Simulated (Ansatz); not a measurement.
**GeH8N2Si: a ladder of functionals and wavefunction methods**

An exercise on one series of results from a longer session: the logs are not shown, and one member is left open.

The runs use Ansatz 0.2.0, Gaussian basis; functionals in def2-TZVPP, the program's frozen cores in correlated methods.

Plan: PBE-D4, r2SCAN-D4, PBE0-D4, B3LYP-D4, ωB97X-V, ωB97M-V, B2PLYP; CCSD(T)/def2-TZVPP; MP2/def2-QZVPP; extrapolation to the limit.

### Structure used throughout

All runs share one geometry, relaxed beforehand with PBE0-D4 in a triple-zeta def2 set.

SMILES `N[SiH2][GeH2][NH2]`, 12 atoms, charge 0, spin multiplicity 1.

Atoms are counted from 1 here; the program's logs count them from 0.

Bond lengths: N1–Si2 1.729 Å, N1–H5 1.008 Å, N1–H6 1.008 Å, Si2–Ge3 2.391 Å, Si2–H7 1.498 Å, Si2–H8 1.489 Å, Ge3–N4 1.855 Å, Ge3–H9 1.541 Å, Ge3–H10 1.544 Å, N4–H11 1.013 Å, N4–H12 1.012 Å. Angles: Si2–N1–H5 119.2°, Si2–N1–H6 119.0°, H5–N1–H6 110.3°, N1–Si2–Ge3 107.0°, N1–Si2–H7 115.5°, N1–Si2–H8 106.7°, Ge3–Si2–H7 110.6°, Ge3–Si2–H8 110.2°, H7–Si2–H8 106.7°, Si2–Ge3–N4 113.2°, Si2–Ge3–H9 112.1°, Si2–Ge3–H10 110.1°, N4–Ge3–H9 106.3°, N4–Ge3–H10 106.1°, H9–Ge3–H10 108.8°, Ge3–N4–H11 112.1°, Ge3–N4–H12 112.1°, H11–N4–H12 107.2°.

Set-up of the first run:

in.yaml reads:

```yaml
crystal:
  periodic: [false, false, false]
  atoms:
    - {symbol: N, position_ang: [-1.362191, 1.265895, -0.833645]}
    - {symbol: Si, position_ang: [-0.992365, 0.552698, 0.697219]}
    - {symbol: Ge, position_ang: [1.212024, -0.357724, 0.528451]}
    - {symbol: N, position_ang: [1.364790, -1.663893, -0.779955]}
    - {symbol: H, position_ang: [-2.322657, 1.472803, -1.059961]}
    - {symbol: H, position_ang: [-0.755326, 1.983706, -1.197923]}
    - {symbol: H, position_ang: [-1.095515, 1.468588, 1.877665]}
    - {symbol: H, position_ang: [-1.984611, -0.536848, 0.911507]}
    - {symbol: H, position_ang: [1.671114, -1.010171, 1.846355]}
    - {symbol: H, position_ang: [2.215431, 0.751839, 0.145979]}
    - {symbol: H, position_ang: [0.989297, -1.357513, -1.669116]}
    - {symbol: H, position_ang: [0.877808, -2.514579, -0.527077]}
basis:
  gaussian: {orbitals: def2-TZVPP}
hamiltonian: {xc: pbe, dispersion: d4}
output: {forces: true, orbitals: {seedname: orbitals}}
```

Among the steps run: PBE-D4 (GGA); r2SCAN-D4 (meta-GGA); PBE0-D4 (hybrid); B3LYP-D4 (hybrid); ωB97X-V (range-separated); ωB97M-V (range-separated); B2PLYP (double hybrid); CCSD(T) in def2-TZVPP; MP2 in def2-QZVPP.

One table of the session follows, with a row left open; its other results are not shown here.

It belongs to the step «Atomisation energies». 

| method | atomisation energy (eV) |
| --- | --- |
| PBE-D4 | 38.587 |
| r2SCAN-D4 | 38.197 |
| PBE0-D4 | 38.035 |
| B3LYP-D4 | 38.494 |
| ωB97X-V | 38.748 |
| ωB97M-V | 38.440 |
| B2PLYP | 37.928 |
| HF/def2-TZVPP | 26.609 |
| MP2/def2-TZVPP | 37.341 |
| CCSD/def2-TZVPP | 36.913 |
| CCSD(T)/def2-TZVPP | 37.412 |
| MP2/CBS | ? |
| CCSD(T)/CBS | 38.547 |

Q: Estimate the row for MP2/CBS from the others.

The run gave: atomisation energy (eV): 38.476. In the column «atomisation energy (eV)» it lies between ωB97M-V (38.440) and B3LYP-D4 (38.494).

To keep in mind: Free atoms (2 N, 1 Si, 1 Ge, 8 H) were run apart at each level; the atomisation energy is their sum less the molecule, without zero-point or spin-orbit terms.
